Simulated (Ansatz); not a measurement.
**SnH₂+ (quartet): from Hartree-Fock to the top rungs, def2-TZVP**

Aim: climb from Hartree-Fock through coupled cluster and multireference methods for SnH₂+ (quartet) at one geometry and basis, and see what each rung misses.

Method: def2-TZVP, core rule «outside noble gas», up to 9 orbitals frozen; program: Ansatz 0.2.0, Gaussian basis.

The runs, in order: UHF; CCSD(T) on ROHF; CCSD(T) on UHF; BCCD(T) on ROHF; CISD; CCSDT(Q) on ROHF; CCSDT(Q) on UHF; CASSCF and MRCISD+Q, 5 electrons in 6 orbitals; CASSCF and NEVPT2, 5 electrons in 6 orbitals; Full CI.

7 further runs of the same task are left out: 3 that didn't finish, 4 set aside as unsound or not needed.

### Step 1. The system

The geometry is a PBE0/def2-TZVP stationary point (not a proven minimum) of the parent state, kept for this charge and spin. No spin-orbit coupling is included. Elements past krypton take def2 core potentials.

3 atoms, charge 1, spin multiplicity 4.

Atoms are counted from 1 here; the program's logs count them from 0.

Bond lengths: Sn1–H2 1.655 Å, Sn1–H3 1.655 Å. Angles: H2–Sn1–H3 180.0°.

Coordinates:

```
Sn    0.00000    0.00000    0.00000
H     0.00000    0.00000   -1.65540
H     0.00000    0.00000    1.65540
```

### Step 2. UHF

Contents of in.yaml:

```yaml
crystal:
  periodic: [false, false, false]
  atoms:
    - {symbol: Sn, position_ang: [0.000000, 0.000000, 0.000000]}
    - {symbol: H, position_ang: [0.000000, 0.000000, -1.655400]}
    - {symbol: H, position_ang: [0.000000, 0.000000, 1.655400]}
basis:
  gaussian: {orbitals: def2-TZVP}
total_charge: 1
magnetization: {spin_polarized: true, initial_magnetization: 3}
hamiltonian: {xc: hf}
output: {orbitals: {seedname: orbitals}}
```

Run with:

```
$ ansatz run in.yaml --threads 1 --pin off --events-out ev --progress --plain --max-ram 2393MiB
```

After this run come: CCSD(T) on ROHF; CCSD(T) on UHF; BCCD(T) on ROHF; CISD; CCSDT(Q) on ROHF; CCSDT(Q) on UHF; CASSCF and MRCISD+Q, 5 electrons in 6 orbitals; CASSCF and NEVPT2, 5 electrons in 6 orbitals; Full CI.

Before running them: what should the planned runs give, taken together? Wanted: FCI below the RHF energy; RMP2 from FCI; UMP2 from FCI; RCCSD from FCI; RCCSD(T) from FCI; UCCSD(T) from FCI; RCCSDT(Q) from FCI; UCCSDT(Q) from FCI; NEVPT2 valence from FCI.

The runs gave:

| quantity | value |
| --- | --- |
| FCI below the RHF energy | -1.9485 eV |
| RMP2 from FCI | +11.52 kcal/mol |
| UMP2 from FCI | +11.52 kcal/mol |
| RCCSD from FCI | +1.38 kcal/mol |
| RCCSD(T) from FCI | +0.22 kcal/mol |
| UCCSD(T) from FCI | -0.16 kcal/mol |
| RCCSDT(Q) from FCI | -0.13 kcal/mol |
| UCCSDT(Q) from FCI | -0.52 kcal/mol |
| NEVPT2 valence from FCI | +6.41 kcal/mol |
| MRCISD+Q valence from FCI | -0.29 kcal/mol |
| levels within 1 kcal/mol (43 meV) | UCCSD, RCCSD(T), UCCSD(T), BCCD(T), RCCSDT, UCCSDT, RCCSDT(Q), UCCSDT(Q), MRCISD valence, MRCISD+Q valence |
| T1 diagnostic | 0.025 |
| effectively unpaired electrons | 3.03 |

**Reading.** RCCSD(T) misses by +0.22 kcal/mol, 0.5 % of the correlation energy. UCCSD(T), RCCSDT, UCCSDT, RCCSDT(Q), UCCSDT(Q), MRCISD+Q valence fall below full CI: unrestricted runs freeze a spin-polarised core, another one than full CI's, and coupled cluster isn't variational. One determinant dominates. Of the multireference levels listed MRCISD+Q valence comes nearest in total energy (-0.29 kcal/mol), which doesn't show that its space is the better one. These misses are within one basis, not against nature; the frozen cores of restricted and unrestricted runs differ, which can shift their rows.
